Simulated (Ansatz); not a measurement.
# C2H5BFN: basis-set convergence

How large a basis does C2H5BFN need? Two functionals are run in growing sets.

The runs use Ansatz 0.2.0, Gaussian basis; one geometry, several basis sets.

The runs, in order: PBE0-D4/def2-SVP; ωB97M-V/def2-SVP; PBE0-D4/def2-QZVPP; ωB97M-V/def2-QZVPP; the functionals' def2-TZVPP values are taken from earlier runs.

## (1) Structure used throughout

The geometry comes from an earlier relaxation with PBE0-D4 in a triple-zeta def2 set; it is a stationary point, not always the lowest conformer.

SMILES `B/C=C(/N)F`, 10 atoms, charge 0, spin multiplicity 1.

Atoms are counted from 1 here; the program's logs count them from 0.

Bond lengths: B1–C2 1.499 Å, B1–H6 1.197 Å, B1–H7 1.198 Å, C2–C3 1.357 Å, C2–H8 1.087 Å, C3–N4 1.342 Å, C3–F5 1.325 Å, N4–H9 1.003 Å, N4–H10 1.004 Å. Angles: C2–B1–H6 121.0°, C2–B1–H7 120.0°, H6–B1–H7 119.0°, B1–C2–C3 123.5°, B1–C2–H8 122.2°, C3–C2–H8 114.2°, C2–C3–N4 128.1°, C2–C3–F5 121.7°, N4–C3–F5 110.2°, C3–N4–H9 119.6°, C3–N4–H10 119.7°, H9–N4–H10 119.2°.

## (2) PBE0-D4 in def2-SVP

Contents of in.yaml:

```yaml
crystal:
  periodic: [false, false, false]
  atoms:
    - {symbol: B, position_ang: [-1.659379, 0.269407, 0.897084]}
    - {symbol: C, position_ang: [-0.543431, -0.409388, 0.161613]}
    - {symbol: C, position_ang: [0.602694, 0.217023, -0.205022]}
    - {symbol: N, position_ang: [1.664502, -0.303594, -0.840344]}
    - {symbol: F, position_ang: [0.813463, 1.497638, 0.062382]}
    - {symbol: H, position_ang: [-1.584365, 1.424745, 1.201733]}
    - {symbol: H, position_ang: [-2.646133, -0.345674, 1.187356]}
    - {symbol: H, position_ang: [-0.590023, -1.457343, -0.123536]}
    - {symbol: H, position_ang: [1.622805, -1.243946, -1.185379]}
    - {symbol: H, position_ang: [2.402867, 0.300032, -1.152887]}
basis:
  gaussian: {orbitals: def2-SVP}
hamiltonian: {xc: pbe0, dispersion: d4}
output: {orbitals: {seedname: orbitals}}
```

The run is started by

```console
$ ansatz run in.yaml --threads 2 --pin off --events-out ev --progress --plain --max-ram 4352MiB
```

Further steps of the session: ωB97M-V in def2-SVP; PBE0-D4 in def2-QZVPP; ωB97M-V in def2-QZVPP.

Q: Predict the results of all the runs planned. Wanted: PBE0-D4: double and triple zeta above quadruple; ωB97M-V: double and triple zeta above quadruple.

As calculated:

| quantity | value |
| --- | --- |
| PBE0-D4: double and triple zeta above quadruple | 8.50, 0.38 eV |
| ωB97M-V: double and triple zeta above quadruple | 8.78, 0.36 eV |

For PBE0-D4 the step from double to triple zeta gains 8.12 eV and the next only 0.38 eV. Total energies overstate the basis error of differences, where much of it tends to cancel.
